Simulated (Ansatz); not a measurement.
**C₂H₄BN: basis-set convergence**

The task here is to estimate one member of a computed series from the others.

Program: Ansatz 0.2.0, Gaussian basis. Level of theory: one geometry, several basis sets. These are calculated values, not measurements.

Plan: PBE0-D4/def2-SVP; ωB97M-V/def2-SVP; PBE0-D4/def2-QZVPP; ωB97M-V/def2-QZVPP; the functionals' def2-TZVPP values are taken from earlier runs.

1 further run of the same task is left out (it didn't finish).

### The geometry

An earlier PBE0-D4 in a triple-zeta def2 set relaxation fixed the geometry.

8 atoms, charge 0, spin multiplicity 1.

Atoms are counted from 1 here; the program's logs count them from 0.

Bond lengths: B1–C2 1.513 Å, B1–C4 1.568 Å, B1–H5 1.194 Å, C2–N3 1.302 Å, C2–H6 1.085 Å, N3–C4 1.501 Å, C4–H7 1.086 Å, C4–H8 1.090 Å. Angles: C2–B1–C4 88.4°, C2–B1–H5 128.9°, C4–B1–H5 131.1°, B1–C2–N3 84.0°, B1–C2–H6 146.9°, N3–C2–H6 122.8°, C2–N3–C4 99.8°, B1–C4–N3 76.0°, B1–C4–H7 118.1°, B1–C4–H8 122.1°, N3–C4–H7 109.3°, N3–C4–H8 114.2°, H7–C4–H8 111.4°.

Geometry (Å):

```xyz
8

B    -0.2258    0.5575   -0.6482
C     0.5196    0.8973    0.6241
N     0.0883   -0.2643    1.0243
C    -0.0392   -0.9599   -0.2995
H    -1.1322    1.1390   -1.1632
H     0.8382    1.6752    1.3105
H     0.9066   -1.4305   -0.5506
H    -0.8631   -1.6714   -0.3531
```

The first run:

The input, in.yaml:

```yaml
crystal:
  periodic: [false, false, false]
  atoms:
    - {symbol: B, position_ang: [-0.225788, 0.557548, -0.648178]}
    - {symbol: C, position_ang: [0.519558, 0.897253, 0.624145]}
    - {symbol: N, position_ang: [0.088314, -0.264293, 1.024261]}
    - {symbol: C, position_ang: [-0.039220, -0.959855, -0.299535]}
    - {symbol: H, position_ang: [-1.132226, 1.139024, -1.163228]}
    - {symbol: H, position_ang: [0.838189, 1.675236, 1.310459]}
    - {symbol: H, position_ang: [0.906592, -1.430513, -0.550581]}
    - {symbol: H, position_ang: [-0.863119, -1.671399, -0.353141]}
basis:
  gaussian: {orbitals: def2-SVP}
hamiltonian: {xc: pbe0, dispersion: d4}
output: {orbitals: {seedname: orbitals}}
```

Launch:

```bash
> ansatz run in.yaml --threads 2 --pin off --events-out ev --progress --plain --max-ram 4352MiB
```

Steps of the session up to this table: PBE0-D4 in def2-SVP; ωB97M-V in def2-SVP; PBE0-D4 in def2-QZVPP; ωB97M-V in def2-QZVPP.

One of the session's tables, all rows but one given; the rest of the session is left out.

It belongs to the step «Density functionals: the series». 

| functional | basis | HOMO (eV) |
| --- | --- | --- |
| PBE0-D4 | def2-SVP | -7.12 |
| PBE0-D4 | def2-TZVPP | -7.20 |
| PBE0-D4 | def2-QZVPP | -7.22 |
| ωB97M-V | def2-SVP | -9.39 |
| ωB97M-V | def2-TZVPP | -9.49 |
| ωB97M-V | def2-QZVPP | ? |

Q: Estimate the row for ωB97M-V, def2-QZVPP from the others.

The run gave: HOMO (eV): -9.51. In the column «HOMO (eV)» it is the lowest.
